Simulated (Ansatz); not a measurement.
# BH5SSeSi: rigid scan of one bond length from a Python script

All numbers are computed with Ansatz 0.2.0 through its Python package. Level of theory: PBE/def2-SVP.

## (1) The structure

Bond lengths: S1–B2 1.836 Å, B2–Si3 1.912 Å, Si3–Se4 2.230 Å, S1–H5 1.404 Å, B2–H6 1.189 Å, Si3–H7 1.508 Å, Si3–H8 1.518 Å, Se4–H9 1.613 Å. Angles: S1–B2–Si3 118.2°, S1–B2–H6 121.3°, Si3–B2–H6 120.5°, B2–S1–H5 93.1°, B2–Si3–Se4 112.4°, B2–Si3–H7 110.4°, B2–Si3–H8 110.3°, Se4–Si3–H7 108.9°, Se4–Si3–H8 109.0°, H7–Si3–H8 105.6°, Si3–Se4–H9 90.3°.

No structure file is read: the coordinates are typed or built in the script.

## (2) The code

Input file scan_bh5ssesi.py:

```python
# -*- coding: utf-8 -*-
"""Potential curve of BH5SSeSi along one bond."""

import warnings

import ansatz as az
import numpy as np

GEOMETRY = """
S    -1.82830    1.12970    0.19060
B    -0.34930    0.72700   -0.82020
Si    0.93940   -0.48440   -0.09440
Se    0.06860   -2.49230    0.33490
H    -1.22400    2.25920    0.76490
H    -0.18270    1.21290   -1.89290
H     1.52810    0.07430    1.17650
H     2.10750   -0.64550   -1.05050
H    -0.97090   -1.82730    1.37400
"""

warnings.simplefilter("ignore", az.DeckWarning)

mol = az.Crystal.molecule()
for line in GEOMETRY.strip().splitlines():
    symbol, *xyz = line.split()
    mol = mol.atom(symbol, [float(v) for v in xyz])

symbols = [site.symbol for site in mol.cartesian_sites]
start = np.array([site.position_ang for site in mol.cartesian_sites])
axis = (start[4] - start[0]) / np.linalg.norm(start[4] - start[0])
moving = [4]
lengths, energies = [1.235, 1.292, 1.348, 1.404, 1.46, 1.516, 1.572, 1.657], []
for length in lengths:
    xyz = start.copy()
    xyz[moving] += (length - np.linalg.norm(start[4] - start[0])) * axis
    point = az.Crystal.molecule()
    for symbol, xyz in zip(symbols, xyz):
        point = point.atom(symbol, xyz.tolist())
    job = (
        point.calculation()
        .basis(gaussian="def2-SVP")
        .functional("PBE")
    )
    r = job.run(threads=1).report
    energies.append(r["free_energy_ev"])
    print(f"r = {length:6.3f} A  E = {energies[-1]:.5f} eV  <S^2> = {abs(r['mean_field']['state']['spin_squared']):.3f}")

# quartic fit about the minimum
fit = np.polynomial.Polynomial.fit(lengths, np.array(energies) - min(energies), 4).convert()
roots = [r.real for r in fit.deriv().roots() if abs(r.imag) < 1e-9 and fit.deriv(2)(r.real) > 0]
r_e = min(roots, key=lambda r: abs(r - lengths[int(np.argmin(energies))]))
print(f"minimum of the fit at {r_e:.4f} A, force constant {fit.deriv(2)(r_e):.2f} eV/A^2")
```

## (3) The calls as engine input

The package turns the script's settings into the engine's input (first run):

```yaml
crystal:
  periodic: [false, false, false]
  atoms:
    - { symbol: S, position_ang: [-1.8283, 1.1297, 0.1906] }
    - { symbol: B, position_ang: [-0.3493, 0.727, -0.8202] }
    - { symbol: Si, position_ang: [0.9394, -0.4844, -0.0944] }
    - { symbol: Se, position_ang: [0.0686, -2.4923, 0.3349] }
    - { symbol: H, position_ang: [-1.2966795663386166, 2.1233542773796668, 0.6958285537841016] }
    - { symbol: H, position_ang: [-0.1827, 1.2129, -1.8929] }
    - { symbol: H, position_ang: [1.5281, 0.0743, 1.1765] }
    - { symbol: H, position_ang: [2.1075, -0.6455, -1.0505] }
    - { symbol: H, position_ang: [-0.9709, -1.8273, 1.374] }
basis:
  gaussian:
    orbitals: def2-SVP
hamiltonian:
  xc: pbe
```

## (4) Launch

Run with:

```sh
$ python scan_bh5ssesi.py
```

What time and memory should one allow on 1 thread of Arm Neoverse V1, shared host?

About 24 s, with a peak of 0.22 GiB.
